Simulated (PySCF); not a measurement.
# C5H6BF3O2: the cost of one run

Computed with PySCF 2.14.0, with density-fitted response routines of our own, on a single molecule, in the gas phase or a continuum. Atoms count from 0, in the outputs and in this text.

### Step 1. The molecule as given

17 atoms, charge 0, multiplicity 1; geometry from: GFN2-xTB. The atoms were then displaced at random by about 0.01 Å, so the start is not that level's minimum.

Bonds of the start (Å): F0–C1 1.35, C1–F2 1.33, C1–C3 1.32, C3–F4 1.32, C3–C5 1.55, C5–C6 1.53, C6–C7 1.52, C7–O8 1.43, O8–B9 1.34, B9–O10 1.35, O10–C5 1.42, C5–H11 1.10, C6–H12 1.09, C6–H13 1.08, C7–H14 1.09, C7–H15 1.09, B9–H16 1.15.

### Step 2. Geometry optimisation at PBE0-D3(BJ)/def2-SVP

The job: settings as JSON, then the geometry in Å.

```
{"job": {"xc": "PBE0", "basis": "def2-SVP", "d3": "d3bj", "grid": 1, "shake": 0.01, "kind": "geom"}, "charge": 0, "multiplicity": 1}
F      3.606750    -1.363950    -0.568580
C      2.312520    -1.076040    -0.305960
F      1.527760    -2.103630    -0.622580
C      1.888990     0.075410     0.180080
F      2.720830     1.066450     0.418150
C      0.407080     0.380940     0.493120
C     -0.374100     0.667770    -0.787360
C     -1.842550     0.844360    -0.425950
O     -2.331980    -0.240770     0.369510
B     -1.478250    -0.973960     1.104340
O     -0.155140    -0.713530     1.206950
H      0.410690     1.263480     1.154400
H     -0.308400    -0.173880    -1.469760
H     -0.020580     1.569040    -1.269070
H     -2.012090     1.753170     0.150650
H     -2.474190     0.898220    -1.317890
H     -1.893860    -1.861250     1.700120
```

On the command line:

```bash
OMP_NUM_THREADS=1 python probes_run.py task.json out
```

One launch serves the whole session: the jobs run in the order shown.

**Question.** How long does this first job take on 1 thread of AMD EPYC 7B13, shared host, and how much memory does it need?

About 2.9 min, with a peak of 0.79 GiB.
